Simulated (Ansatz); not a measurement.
# KNi in Ansatz: convergence with smearing width

Input of the first run (smearing width 0.3 eV); the others differ in this setting and in those tied to it:

The input input.yaml:

```yaml
crystal:
  lattice:
    - [3.66047789, 0.0, 0.0]
    - [0.0, 3.66047789, 0.0]
    - [0.0, 0.0, 3.47888777]
  atoms:
    - { symbol: K, position: [-0.002701, -0.002788, 0.002589] }
    - { symbol: Ni, position: [0.505683, 0.500378, 0.526338], spin: 1.0 }
hamiltonian:
  xc: pbe
  pseudopotentials: { kind: nc }
magnetization:
  spin_polarized: true
kpoints:
  mp_grid: { grid: [5, 5, 6] }
scf:
  occupations: { method: fermi_dirac, width: 0.3 }
output:
  forces: true
  stress: true
  eigenvalues: true
```

Potentials or basis: Ansatz NC.

Launch:

```console
$ ansatz run input.yaml --threads 2 --pin off --max-ram 5632MiB --backend cpu --events-out ev --progress --plain --runs-dir out
```

The cell isn't the ideal one: atoms moved at random, drawn with an rms of 0.05 Å.

The cell was built by a generator and needn't be a form met in nature.

Hardware: 2 threads of Arm Neoverse V2, on a shared host.

The values tried are 0.3 eV, 0.2 eV, 0.15 eV, 0.1 eV, 0.05 eV, 0.025 eV, 0.01 eV, 0.005 eV, loosest first. From which on does the pressure stay within 0.1 GPa of the tightest run that finished?

From 0.01 eV on.

| smearing width | energy less the tightest run, at zero smearing (meV/atom) | pressure (GPa) | largest force (eV/Å) | absolute moment (μB) | SCF cycles | CPU time (s) | peak memory (GiB) |
| --- | --- | --- | --- | --- | --- | --- | --- |
| 0.3 eV | -25.89 | 5.39 | 0.184 | 0.41 | 13 | 69 | 0.7 |
| 0.2 eV | -5.51 | 5.02 | 0.182 | 0.70 | 12 | 60 | 0.7 |
| 0.15 eV | 1.86 | 4.79 | 0.181 | 0.75 | 12 | 53 | 0.69 |
| 0.1 eV | 2.05 | 4.59 | 0.181 | 0.77 | 14 | 70 | 0.69 |
| 0.05 eV | 0.14 | 4.49 | 0.182 | 0.78 | 14 | 63 | 0.69 |
| 0.025 eV | 0.13 | 4.34 | 0.181 | 0.76 | 14 | 61 | 0.69 |
| 0.01 eV | 0.04 | 4.39 | 0.181 | 0.78 | 18 | 90 | 0.69 |
| 0.005 eV | 0.00 | 4.46 | 0.181 | 0.80 | 13 | 68 | 0.69 |

Against the tightest run, the energy stays within 1 meV/atom from 0.05 eV on; the largest force stays within 0.005 eV/Å from 0.3 eV on. Not settled before the last step: the absolute moment (to 0.02 μB). Narrower smearing needs a denser k mesh, so at a fixed mesh the narrowest width isn't the most accurate. The tightest run that finished is the yardstick and may itself not be fully converged.
